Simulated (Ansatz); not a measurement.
# NbS2Br2: the cost of one run

Program: Ansatz 0.2.0. Level of theory: DFT PBEsol, scalar-relativistic, plane waves, PAW. These are calculated values, not measurements.

1 further run of the same task is left out (set aside as unsound or not needed).

## 1. The structure to begin with

The structure is tetragonal, space group P4/mbm (No. 127). The conventional cell has a = 7.931 Å, b = 7.931 Å, c = 4.340 Å, α = 90.00°, β = 90.00°, γ = 90.00°. Nb (site symmetry 4/m) has 4 S at 3.13 Å in its first shell of neighbours. S (site symmetry m2m) has 1 S at 2.81 Å and 2 Nb at 3.13 Å and 6 Br at 3.13 to 3.23 Å in its first shell of neighbours. Br (site symmetry m2m) has 6 S at 3.13 to 3.23 Å in its first shell of neighbours.

As a file:

```cif
data_structure
_symmetry_space_group_name_H-M 'P 1'
_symmetry_Int_Tables_number 1
_cell_length_a 7.9315
_cell_length_b 7.9315
_cell_length_c 4.3400
_cell_angle_alpha 90.000
_cell_angle_beta 90.000
_cell_angle_gamma 90.000
_cell_volume 273.02
loop_
_atom_site_label
_atom_site_type_symbol
_atom_site_fract_x
_atom_site_fract_y
_atom_site_fract_z
_atom_site_occupancy
Nb1 Nb 0.00000 0.00000 0.00000 1
Nb2 Nb 0.50000 0.50000 0.00000 1
S1 S 0.37478 0.87478 0.00000 1
S2 S 0.12522 0.37478 0.00000 1
S3 S 0.62522 0.12522 0.00000 1
S4 S 0.87478 0.62522 0.00000 1
Br1 Br 0.17314 0.67314 0.50000 1
Br2 Br 0.32686 0.17314 0.50000 1
Br3 Br 0.82686 0.32686 0.50000 1
Br4 Br 0.67314 0.82686 0.50000 1
```

(A quick probe on a coarse mesh, which set the mesh and smearing, is not shown.)

## 3. A loose first relaxation

The input, input.yaml:

```yaml
crystal:
  lattice:
    - [7.9314550246, 0.0, 0.0]
    - [0.0, 7.9314550246, 0.0]
    - [0.0, 0.0, 4.3399886485]
  atoms:
    - { symbol: Nb, position: [0.0, 0.0, 0.0], spin: 2.35 }
    - { symbol: Nb, position: [0.5, 0.5, 0.0], spin: 2.35 }
    - { symbol: S, position: [0.37478, 0.87478, 0.0], spin: -0.2 }
    - { symbol: S, position: [0.12522, 0.37478, 0.0], spin: -0.2 }
    - { symbol: S, position: [0.62522, 0.12522, 0.0], spin: -0.2 }
    - { symbol: S, position: [0.87478, 0.62522, 0.0], spin: -0.2 }
    - { symbol: Br, position: [0.17314, 0.67314, 0.5] }
    - { symbol: Br, position: [0.32686, 0.17314, 0.5] }
    - { symbol: Br, position: [0.82686, 0.32686, 0.5] }
    - { symbol: Br, position: [0.67314, 0.82686, 0.5] }
basis:
  ecutwfc: 420
kpoints:
  mp_grid: { grid: [2, 2, 4] }
hamiltonian:
  xc: pbesol
scf:
  occupations: { method: gaussian, width: 0.1 }
  lower_state_search: "off"
output:
  forces: true
  stress: true
  eigenvalues: true
  populations: true
magnetization:
  spin_polarized: true
relax:
  adjacent_minimum: "off"
  f_tol: 0.04
  max_steps: 70
  cell: { stress_tol: 0.4 }
```

Started as:

```
$ ansatz run input.yaml --threads 1 --pin off --max-ram 2560MiB --backend cpu --events-out ev --progress --plain --runs-dir out
```

Q: Estimate wall time and peak memory on 1 thread of Arm Neoverse V1, shared host.

About 13 min, with a peak of 0.65 GiB.
